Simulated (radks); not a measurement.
# Ionising manganese step by step, Mn¹³⁺ to Mn²⁴⁺

One table from this session's results is given with a row withheld; the runs are named, their logs left out.

The numbers are computed with radks (a radial shooting solver on a logarithmic mesh, Libxc functionals) version 1 (scalar-relativistic Kohn-Sham, BLYP, spin-polarised, spherical densities, finite nucleus; open shells are filled with parallel spins first), except any that are marked as measured or tabulated.

## Starting point

| Quantity | Value |
| --- | --- |
| element | manganese (Z = 25) |
| charges | 13 to 24 |
| first configuration | [Ne] 3s2 |
| last configuration | 1s1 |

Outer shells as boxes (Hund's rule):

Mn¹³⁺
```
[Ne] core
3s [↑↓]
```

Mn²⁴⁺
```
1s [↑ ]
```

Set-up of the first run:

Input:

```text
Z 25
configuration [Ne] 3s2 3p0 4s0
relativity scalar-relativistic
functional b88,lyp
spin polarised
nucleus finite rms 3.7057 fm
c 137.035999084
```

Among the steps run: Mn¹³⁺, [Ne] 3s2; Mn¹⁴⁺, [Ne] 3s1; Mn¹⁵⁺, [Ne]; Mn¹⁶⁺, [He] 2s2 2p5; Mn¹⁷⁺, [He] 2s2 2p4; Mn¹⁸⁺, [He] 2s2 2p3; Mn¹⁹⁺, [He] 2s2 2p2; Mn²⁰⁺, [He] 2s2 2p1; Mn²¹⁺, [He] 2s2; Mn²²⁺, [He] 2s1; Mn²³⁺, [He]; Mn²⁴⁺, 1s1.

One of the session's tables, all rows but one given; the rest of the session is left out.

| species | Δ-SCF (eV) | −ε(HOMO) (eV) |
| --- | --- | --- |
| Mn¹³⁺ | 403.70 | 390.10 |
| Mn¹⁴⁺ | 437.61 | 423.34 |
| Mn¹⁵⁺ | ? | ? |
| Mn¹⁶⁺ | 1226.5 | 1181.8 |
| Mn¹⁷⁺ | 1316.1 | 1271.5 |
| Mn¹⁸⁺ | 1440.8 | 1392.0 |
| Mn¹⁹⁺ | 1539.2 | 1490.1 |
| Mn²⁰⁺ | 1637.3 | 1588.7 |
| Mn²¹⁺ | 1785.7 | 1749.1 |
| Mn²²⁺ | 1883.3 | 1845.4 |
| Mn²³⁺ | 8148.1 | 7993.9 |
| Mn²⁴⁺ | 8573.8 | 8415.8 |

Q: Estimate the row for Mn¹⁵⁺ from the others.

The run gave: Δ-SCF (eV): 1137.1; −ε(HOMO) (eV): 1092.9. In the column «Δ-SCF (eV)» it lies between Mn¹⁴⁺ (437.61) and Mn¹⁶⁺ (1226.5).

There the highest level belongs to another shell. Minus the highest eigenvalue gives 96 to 98 % of the Δ-SCF value along the ladder. Open shells are spherical and high-spin; term and fine-structure splittings are not resolved.
